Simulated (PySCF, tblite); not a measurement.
# 3-furaldehyde (C₅H₄O₂): isotopologues and vibrational averages

Aim: rotational constants, zero-point energies and shieldings of isotopologues of 3-furaldehyde (C₅H₄O₂) (`O=Cc1ccoc1`).

Computed with tblite 0.8.0 (tight binding) and PySCF 2.14.0 (DFT, with response routines of our own); each step states its level. Atoms count from 0 throughout.

## Step 1: The starting structure

11 atoms, charge 0, multiplicity 1; geometry from: force field or distance geometry start.

Bonds of the start (Å): C1–C2 1.52, C1–H7 1.07, C2–C3 1.41, C2–C6 1.34, C3–C4 1.40, C3–H8 1.03, C4–H9 1.07, C4–O5 1.33, C6–H10 1.11, O0–C1 1.26, O5–C6 1.29.

## Step 2: GFN2-xTB relaxation, lowest of a short conformer search

The job: settings as JSON, then the geometry in Å.

```
{"job": {"xc": "GFN2-xTB", "basis": "xTB", "kind": "relax"}, "charge": 0, "multiplicity": 1}
O     -2.603500    -0.852100     0.007600
C     -1.904100     0.196900    -0.015400
C     -0.403400    -0.054700     0.011700
C      0.567600     0.960000    -0.028200
C      1.793700     0.277300     0.003700
O      1.531900    -1.022300    -0.062600
C      0.257400    -1.222400    -0.053600
H     -2.240400     1.208900     0.069000
H      0.455900     1.977400     0.036500
H      2.739500     0.781900    -0.010500
H     -0.173000    -2.240300    -0.062200
```

On the command line:

```console
$ OMP_NUM_THREADS=1 python ens_run.py task.json out
```

This one command runs the whole study; its stages follow in the order run.

The program printed:

```text
step      E/eV     max force
  0    -566.37930    5.303
  1    -566.68427    4.429
  2    -566.87837    1.465
  3    -566.91949    0.659
  4    -566.95221    0.494
  5    -566.97790    0.362
  6    -566.98378    0.251
  7    -566.99210    0.227
  8    -566.99572    0.133
  9    -566.99657    0.082
 10    -566.99710    0.085
 11    -566.99772    0.086
 12    -566.99822    0.058
 13    -566.99855    0.042
 14    -566.99875    0.037
 15    -566.99891    0.033
 16    -566.99905    0.038
 17    -566.99923    0.045
 18    -566.99947    0.050
 19    -566.99978    0.058
 20    -567.00006    0.041
 21    -567.00021    0.025
 22    -567.00026    0.014
 23    -567.00028    0.010
 24    -567.00029    0.009
 25    -567.00030    0.005
 26    -567.00031    0.005
 27    -567.00031    0.004
```

Run time: 0.17 s. Hardware: 1 thread of Arm Neoverse N1, shared host.

The energy fell by 0.621 eV, and the atoms moved 0.07 Å (root mean square).

## Step 3: Tight optimisation and Hessian

The job: settings as JSON, then the geometry in Å.

```
{"job": {"xc": "PBE0", "basis": "pcSseg-1", "grid": 2, "temperatures": [100, 298.15], "kind": "geom"}, "charge": 0, "multiplicity": 1}
O     -2.689787    -0.764247    -0.003236
C     -1.878981     0.126815     0.014440
C     -0.436529    -0.047861    -0.005444
C      0.562722     0.971672     0.009826
C      1.753785     0.323250    -0.019951
O      1.569085    -1.011683    -0.052316
C      0.259113    -1.234524    -0.044162
H     -2.192455     1.188948     0.048794
H      0.397833     2.028776     0.038166
H      2.765214     0.678034    -0.022449
H     -0.088303    -2.248498    -0.067522
```

The program printed:

```text
step   0  E = -9331.4796326 eV  max force = 0.73815
step   1  E = -9331.5024762 eV  max force = 0.14992
step   2  E = -9331.5033968 eV  max force = 0.01064
step   3  E = -9331.5034026 eV  max force = 0.00197
step   4  E = -9331.5034028 eV  max force = 0.00016
step   5  E = -9331.5034028 eV  max force = 0.00016
harmonic wavenumbers (cm-1): 140.7 200.5 266.4 494.7 632.2 635.2 760.4 765.0 854.4 887.3 897.8 1010.0 1036.1 1061.1 1117.1 1225.6 1249.6 1313.6 1400.6 1461.3 1557.2 1625.5 1815.6 2926.4 3268.7 3302.7 3307.0
```

Run time: 21 min. Hardware: 1 thread of Arm Neoverse N1, shared host; peak memory 0.73 GiB.

## Step 4: Displacements along the modes, parent

The job: settings as JSON, then the geometry in Å.

```
{"job": {"xc": "PBE0", "basis": "pcSseg-1", "grid": 2, "temperatures": [100, 298.15], "kind": "vib", "mass_numbers": [16, 12, 12, 12, 12, 16, 12, 1, 1, 1, 1]}, "charge": 0, "multiplicity": 1}
O     -2.677452    -0.787638    -0.000858
C     -1.886823     0.125962     0.014452
C     -0.434143    -0.039819    -0.005756
C      0.572426     0.981098     0.010189
C      1.758512     0.333268    -0.019831
O      1.562367    -1.011781    -0.053169
C      0.241392    -1.226308    -0.044396
H     -2.235134     1.182863     0.045913
H      0.420757     2.052525     0.040117
H      2.789940     0.655099    -0.022593
H     -0.090145    -2.254588    -0.067924
```

The program printed:

```text
mode    cm-1    km/mol   phi_rrr   E(+)/cm-1  E(-)/cm-1
  1    140.73     6.09       0.6      27.77      27.88
  2    200.54     5.57       8.6      36.74      36.25
  3    266.38     7.29      -1.2      49.31      49.25
  4    494.69     0.44     -38.5      87.66      90.45
  5    632.19     0.28       0.0     113.85     113.83
  6    635.18    34.49      -0.2     114.49     114.44
  7    760.37    38.27      -0.0     140.14     140.06
  8    764.97    80.27     -25.9     136.84     138.67
  9    854.44    30.97       0.2     156.87     156.90
 10    887.27     0.43       0.2     161.93     161.81
 11    897.83    17.36       9.0     161.98     161.26
 12   1010.05     0.66     -73.2     179.24     184.53
 13   1036.14     0.22      -0.8     187.62     187.63
 14   1061.09    41.88    -102.1     187.79     195.12
 15   1117.13    16.56      88.1     204.50     198.08
 16   1225.55    55.92     -18.8     220.17     221.44
 17   1249.59     4.87       0.0     225.30     225.53
 18   1313.56     1.20    -103.3     232.94     240.33
 19   1400.62    11.39      46.5     253.97     250.56
 20   1461.32     2.79      45.3     264.79     261.57
 21   1557.19    45.46    -234.4     272.12     289.03
 22   1625.52    95.70      79.4     295.68     289.90
 23   1815.62   230.64     538.8     347.01     308.29
 24   2926.42   114.37   -1967.0     462.12     603.30
 25   3268.66     1.52    1642.3     651.91     533.91
 26   3302.70     6.31    -576.1     576.47     617.89
 27   3307.00     1.94    1306.2     644.70     550.82
```

It took 23 min on 1 thread of Arm Neoverse N1, shared host; peak memory 0.82 GiB.

## Step 5: Displacements along the modes, 2H at atom 7

The job, as its differences from that of step 4:

```diff
@@ -1,2 +1,2 @@
-{"job": {"xc": "PBE0", "basis": "pcSseg-1", "grid": 2, "temperatures": [100, 298.15], "kind": "vib", "mass_numbers": [16, 12, 12, 12, 12, 16, 12, 1, 1, 1, 1]}, "charge": 0, "multiplicity": 1}
+{"job": {"xc": "PBE0", "basis": "pcSseg-1", "grid": 2, "temperatures": [100, 298.15], "kind": "vib", "mass_numbers": [16, 12, 12, 12, 12, 16, 12, 2, 1, 1, 1]}, "charge": 0, "multiplicity": 1}
 O     -2.677452    -0.787638    -0.000858
```

The program printed:

```text
mode    cm-1    km/mol   phi_rrr   E(+)/cm-1  E(-)/cm-1
  1    133.13     5.89       0.7      26.28      26.36
  2    198.11     5.43       8.2      36.28      35.82
  3    240.91     3.56      -0.7      44.01      43.96
  4    489.67     0.29     -38.2      86.76      89.54
  5    627.60     5.43       0.2     113.04     113.05
  6    633.89    25.31      -0.2     114.16     114.11
  7    728.15    68.46     -32.5     129.97     132.27
  8    760.37    38.32      -0.0     140.14     140.06
  9    838.74    37.24       0.2     153.17     153.18
 10    885.69     0.00       0.1     161.16     161.04
 11    897.83    17.33       9.0     161.97     161.26
 12    911.06     0.62       0.2     164.13     164.14
 13    989.89     1.30     -45.0     176.59     179.82
 14   1038.63    12.86     -20.6     186.74     188.17
 15   1094.94    35.98      98.5     200.75     193.61
 16   1119.61     8.78      55.6     203.82     199.76
 17   1230.71    65.66      13.7     222.31     221.19
 18   1253.12     0.32       8.0     226.24     225.86
 19   1328.37     3.68     -54.6     237.34     241.21
 20   1432.75     6.69     158.3     263.81     252.42
 21   1556.68    43.03    -232.1     272.10     288.85
 22   1624.33    84.29      76.7     295.36     289.78
 23   1798.36   243.42     508.0     342.74     306.22
 24   2162.71    92.08    1210.9     435.89     348.88
 25   3268.66     1.58    1642.4     651.91     533.90
 26   3302.69     6.31    -577.1     576.43     617.93
 27   3307.00     1.91    1306.3     644.70     550.81
```

Run time: 23 min. Hardware: 1 thread of Arm Neoverse N1, shared host; peak memory 0.78 GiB.

## Step 6: Vibrational averages by isotopologue

The job: settings as JSON, then the geometry in Å.

```
{"job": {"xc": "PBE0", "basis": "pcSseg-1", "grid": 2, "temperatures": [100, 298.15], "kind": "iso"}, "charge": 0, "multiplicity": 1}
O     -2.677452    -0.787638    -0.000858
C     -1.886823     0.125962     0.014452
C     -0.434143    -0.039819    -0.005756
C      0.572426     0.981098     0.010189
C      1.758512     0.333268    -0.019831
O      1.562367    -1.011781    -0.053169
C      0.241392    -1.226308    -0.044396
H     -2.235134     1.182863     0.045913
H      0.420757     2.052525     0.040117
H      2.789940     0.655099    -0.022593
H     -0.090145    -2.254588    -0.067924
```

The program printed:

```text
parent
  Be/MHz 8241.614 2002.791 1611.244
  B0/MHz 8182.474 1992.458 1602.36
  ZPE/cm-1 17606.4
  <sigma>(0 K)/ppm -347.469 -6.574 50.414 66.140 32.846 10.790 29.992 20.911 24.221 23.550 22.811
2H at atom 7
  Be/MHz 7927.019 1971.57 1578.879
  B0/MHz 7870.499 1961.153 1570.104
  ZPE/cm-1 16926.8
  <sigma>(0 K)/ppm -346.820 -6.338 50.484 66.171 32.849 10.732 29.940 21.007 24.222 23.550 22.805
```

It took 68 min on 1 thread of Arm Neoverse N1, shared host; peak memory 0.82 GiB. This counts the whole study up to here.

Rotational constants (MHz) at equilibrium and in the ground state:

```tsv
isotopologue	Be	B0	zero-point change (cm⁻¹)
parent	8241.6, 2002.8, 1611.2	8182.5, 1992.5, 1602.4	0.0
2H at atom 7	7927.0, 1971.6, 1578.9	7870.5, 1961.2, 1570.1	-679.6
```

Shieldings of the first species (ppm): at equilibrium, the vibrational parts at 0 K, and the averages:

```tsv
atom	equilibrium	anharmonic	harmonic	0 K	100 K	298.15 K
O0	-331.02	2.59	-19.04	-347.47	-348.01	-351.05
C1	-3.55	0.53	-3.55	-6.57	-6.62	-6.88
C2	54.18	-1.19	-2.57	50.41	50.36	49.96
C3	69.78	-1.00	-2.64	66.14	66.14	66.03
C4	37.08	-1.46	-2.78	32.85	32.84	32.75
O5	21.80	-3.13	-7.88	10.79	10.76	10.49
C6	33.77	-1.33	-2.45	29.99	29.99	29.90
H7	21.36	-0.02	-0.43	20.91	20.91	20.89
H8	24.61	-0.09	-0.30	24.22	24.22	24.22
H9	24.01	-0.09	-0.37	23.55	23.55	23.55
H10	23.23	-0.10	-0.32	22.81	22.81	22.83
```

Isotope effects on the shieldings at 0 K (ppb; positive means more shielded):

```tsv
atom	2H at atom 7
O0	648
C1	236
C2	70
C3	31
C4	3
O5	-57
C6	-52
H7	96
H8	1
H9	0
H10	-6
```

## Step 7: Results

```
                  quantity                       value
               point group                          Cs
   B0 of the first species  8182.5, 1992.5, 1602.4 MHz
         zero-point energy                  17606 cm⁻¹
zero-point change of σ(O0)                  -16.45 ppm
```

What this shows: Zero-point motion changes the shielding of O0 most, by -16.45 ppm. The largest secondary isotope effect is 648 ppb on O0, 2 bonds from the change (2H at atom 7). The job flags a low mode; perturbation theory is less sure for low modes. Internal rotors are held in one well.
